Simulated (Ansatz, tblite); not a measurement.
# The cluster Cd₁₁H₂₈S₁₁: rung by rung

How do method and basis change the picture of the cluster Cd₁₁H₂₈S₁₁ (singlet)?

Method: as each input shows; program: Ansatz 0.2.0, Gaussian basis.

Levels to be run: GFN1-xTB, GFN2-xTB, PBE-D4/def2-SVP, r2SCAN-D4/def2-SVP.

1 further run of the same task is left out (set aside as unsound or not needed).

## (1) The structure

The singlet was relaxed beforehand with PBE-D4/def2-SVP, loosely relaxed.

50 atoms, charge 0, spin multiplicity 1.

Bond lengths: Cd1–Cd3 3.430 Å, Cd1–Cd15 3.033 Å, Cd1–H23 1.680 Å, Cd1–H24 1.763 Å, S2–Cd7 2.928 Å, S2–H25 1.358 Å, S2–H26 1.373 Å, Cd3–S5 2.530 Å, Cd3–S14 2.735 Å, Cd3–H27 1.693 Å, S4–H28 1.364 Å, S4–H29 1.363 Å, S5–Cd6 2.602 Å, S5–Cd15 2.540 Å, Cd6–S8 2.831 Å, Cd6–S10 2.600 Å, Cd6–H30 1.717 Å, Cd7–S8 2.633 Å and more. Angles: Cd3–Cd1–Cd15 72.7°, Cd3–Cd1–H23 76.4°, Cd3–Cd1–H24 112.6°, Cd15–Cd1–H23 149.0°, Cd15–Cd1–H24 41.4°, H23–Cd1–H24 164.2°, Cd7–S2–H25 108.6°, Cd7–S2–H26 100.2°, H25–S2–H26 93.6°, Cd1–Cd3–S5 59.0°, Cd1–Cd3–S14 72.7°, Cd1–Cd3–H27 115.4°, S5–Cd3–S14 87.3°, S5–Cd3–H27 148.2°, S14–Cd3–H27 122.3°, H28–S4–H29 93.5°, Cd3–S5–Cd6 105.1°, Cd3–S5–Cd15 98.6° and more.

Cd takes a core potential in the def2 sets. No spin-orbit coupling is included.

PBE0-D4/def2-SVP was run before; its log isn't repeated, and its numbers join the tables.

## (2) GFN1-xTB

Tight binding, by tblite at 300 K electronic temperature and without a spin-polarisation term:

```python
tblite.interface.Calculator('GFN1-xTB', numbers, positions, charge=0, uhf=0).singlepoint()
```

Energy -1777.3211 eV, HOMO -8.54 eV, LUMO -6.06 eV; 0.23 s.

## (3) GFN2-xTB

Tight binding, by tblite at 300 K electronic temperature and without a spin-polarisation term:

```python
tblite.interface.Calculator('GFN2-xTB', numbers, positions, charge=0, uhf=0).singlepoint()
```

Energy -1547.5295 eV, HOMO -9.64 eV, LUMO -6.83 eV; 0.21 s.

## (4) PBE-D4/def2-SVP

start.molden holds the orbitals of an earlier run on this state, given as this run's starting guess.

The input, in.yaml:

```yaml
crystal:
  periodic: [false, false, false]
  atoms:
    - {symbol: Cd, position_ang: [2.360546, -4.040697, -0.795649]}
    - {symbol: S, position_ang: [0.861541, -4.489888, 1.972462]}
    - {symbol: Cd, position_ang: [-0.416124, -3.495696, -2.733890]}
    - {symbol: S, position_ang: [-2.325780, -1.329330, -3.530347]}
    - {symbol: S, position_ang: [-0.313650, -2.670290, -0.344986]}
    - {symbol: Cd, position_ang: [-2.609509, -1.519404, 0.074066]}
    - {symbol: Cd, position_ang: [0.237010, -2.313094, 3.829219]}
    - {symbol: S, position_ang: [-1.833843, -1.086801, 2.762344]}
    - {symbol: Cd, position_ang: [-3.246450, 1.404231, -2.732391]}
    - {symbol: S, position_ang: [-2.481954, 1.043377, -0.347673]}
    - {symbol: Cd, position_ang: [-2.319543, 4.059455, -0.762179]}
    - {symbol: Cd, position_ang: [-1.939015, 1.312719, 3.826278]}
    - {symbol: S, position_ang: [-3.481764, 2.969340, 1.955569]}
    - {symbol: S, position_ang: [1.400462, -1.546139, -3.350900]}
    - {symbol: Cd, position_ang: [1.667188, -1.097055, -0.570703]}
    - {symbol: S, position_ang: [1.935947, -0.954393, 2.393270]}
    - {symbol: Cd, position_ang: [2.018879, 1.168345, -3.472706]}
    - {symbol: S, position_ang: [-0.644392, 1.984460, -3.350936]}
    - {symbol: S, position_ang: [2.228081, 1.292192, -0.875300]}
    - {symbol: Cd, position_ang: [-0.130589, 1.968578, -0.573771]}
    - {symbol: Cd, position_ang: [2.291596, 1.346700, 3.530301]}
    - {symbol: S, position_ang: [0.092645, 2.117062, 2.401300]}
    - {symbol: H, position_ang: [2.061775, -5.541052, -1.490430]}
    - {symbol: H, position_ang: [3.115109, -2.541461, -0.255522]}
    - {symbol: H, position_ang: [-0.303753, -5.034123, 1.535897]}
    - {symbol: H, position_ang: [1.104693, -5.506814, 2.862314]}
    - {symbol: H, position_ang: [-0.807255, -4.742486, -3.810489]}
    - {symbol: H, position_ang: [-3.500411, -2.008773, -3.667814]}
    - {symbol: H, position_ang: [-2.129666, -1.228885, -4.875765]}
    - {symbol: H, position_ang: [-4.076958, -2.380342, -0.160729]}
    - {symbol: H, position_ang: [0.307322, -3.058681, 5.354648]}
    - {symbol: H, position_ang: [-2.803469, -1.673745, 3.519417]}
    - {symbol: H, position_ang: [-4.517813, 1.715462, -3.806215]}
    - {symbol: H, position_ang: [-3.767921, 4.558389, -1.453240]}
    - {symbol: H, position_ang: [-0.636194, 3.950784, -0.247196]}
    - {symbol: H, position_ang: [-2.581269, 1.759497, 5.333588]}
    - {symbol: H, position_ang: [-4.546778, 2.266722, 1.488849]}
    - {symbol: H, position_ang: [-4.238001, 3.709892, 2.830428]}
    - {symbol: H, position_ang: [2.488610, -2.100581, -3.952922]}
    - {symbol: H, position_ang: [4.858804, -0.003594, -0.710025]}
    - {symbol: H, position_ang: [5.430146, -0.520071, -0.704278]}
    - {symbol: H, position_ang: [3.077925, -1.604541, 2.756236]}
    - {symbol: H, position_ang: [2.915188, 1.690836, -4.827325]}
    - {symbol: H, position_ang: [-0.574623, 3.224041, -3.906951]}
    - {symbol: H, position_ang: [2.491565, 4.163532, -0.759083]}
    - {symbol: H, position_ang: [3.539707, 2.102115, 1.161138]}
    - {symbol: H, position_ang: [2.391860, 4.927417, -0.750042]}
    - {symbol: H, position_ang: [3.358122, 1.977270, 4.687681]}
    - {symbol: H, position_ang: [3.919655, 2.340626, 1.797120]}
    - {symbol: H, position_ang: [0.072321, 3.434882, 2.747342]}
basis:
  gaussian: {orbitals: def2-SVP, fitting: {mean_field: def2-universal-jkfit}, initial_orbitals: start.molden}
hamiltonian: {xc: pbe, dispersion: d4}
scf: {omitted_lower_state_checks: [starts]}
output: {orbitals: {seedname: orbitals}}
```

Command:

```console
$ ansatz run in.yaml --threads 4 --pin off --events-out ev --progress --plain --max-ram 66560MiB --backend cuda --devices 0, --max-vram 37GiB
```

The runs that follow: r2SCAN-D4/def2-SVP.

**Question.** What will the summary of the whole plan be? Wanted: gap in def2-SVP, named functionals, smallest and largest; binding an atom, functionals in def2-SVP.

As calculated:

| quantity | value |
| --- | --- |
| gap in def2-SVP, named functionals, smallest and largest | 3.24 eV (PBE-D4), 5.00 eV (PBE0-D4) |
| binding an atom, functionals in def2-SVP | 2.20 (PBE0-D4) to 2.25 eV (r2SCAN-D4) |

Orbital gaps of the named functionals in def2-SVP span 3.24 eV (PBE-D4) to 5.00 eV (PBE0-D4); exact exchange widens it.
